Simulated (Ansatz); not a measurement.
# RbSr3: the cost of one run

Program: Ansatz 0.2.0 through its Python package. The levels of theory stand in the script. These are calculated values, not measurements.

**1. The system**

Symmetry: Fm-3m, No. 225, cubic system. Conventional cell: a = 9.935 Å, b = 9.935 Å, c = 9.935 Å, α = 90.00°, β = 90.00°, γ = 90.00°. Rb (site symmetry m-3m) has 8 Sr at 4.30 Å as nearest neighbours. Around Sr (site symmetry -43m) lie 4 Rb at 4.30 Å and 4 Sr at 4.30 Å. Sr (site symmetry m-3m) is surrounded by 8 Sr at 4.30 Å.

The script holds or builds the structure itself.

**2. Script**

The input, nc_paw_rbsr3.py:

```python
import ansatz as az
import numpy as np

K_DENSITY = 3.8
FILLING = 'fermi_dirac'
SMEARING_WIDTH = 0.1
XC = 'lda'


def count_gap(report):
    # lowest empty less highest filled band, counting bands; zero where they overlap
    return max(report.get('gap_by_band_count_ev') or 0.0, 0.0)

lattice = az.Lattice.of(
    (0.0, 4.967507, 4.967507),
    (4.967507, 0.0, 4.967507),
    (4.967507, 4.967507, 0.0),
)
sites = [
    ('Rb', (0.0, 0.0, 0.0)),
    ('Sr', (0.25, 0.25, 0.25)),
    ('Sr', (0.75, 0.75, 0.75)),
    ('Sr', (0.5, 0.5, 0.5)),
]
crystal = az.Crystal(lattice=lattice)
for symbol, position in sites:
    crystal = crystal.atom(symbol, position)

calculation = (
    crystal.calculation()
    .kpoints(density=K_DENSITY)
    .occupations(FILLING, width=SMEARING_WIDTH)
    .functional(XC)
    .stress()
    .forces()
    .band_table()
)
variants = {
    'PAW': calculation.pseudopotentials('paw'),
    'norm-conserving': calculation.pseudopotentials('nc'),
}
rows = []
for label, variant in variants.items():
    summary = variant.run(threads=1).report
    levels = np.array(summary['eigenvalues_ev'][0]) - summary['fermi_energy_ev']
    print(label, 'levels at the first k-point near E_F:', np.round(levels[np.abs(levels) < 5], 3))
    rows.append((label, summary['n_electrons'], np.trace(summary['stress_gpa']) / 3, count_gap(summary)))
print('     treatment  electrons in bands           P GPa  gap by band count eV')
for row in rows:
    print(f'{str(row[0]):>14s}  {row[1]:18.1f}  {row[2]:14.3f}  {row[3]:20.3f}')
```

**3. Launch**

The run is started by

```
$ python nc_paw_rbsr3.py
```

What time and memory should one allow on 1 thread of Arm Neoverse V2, shared host?

About 16 s, with a peak of 0.66 GiB.
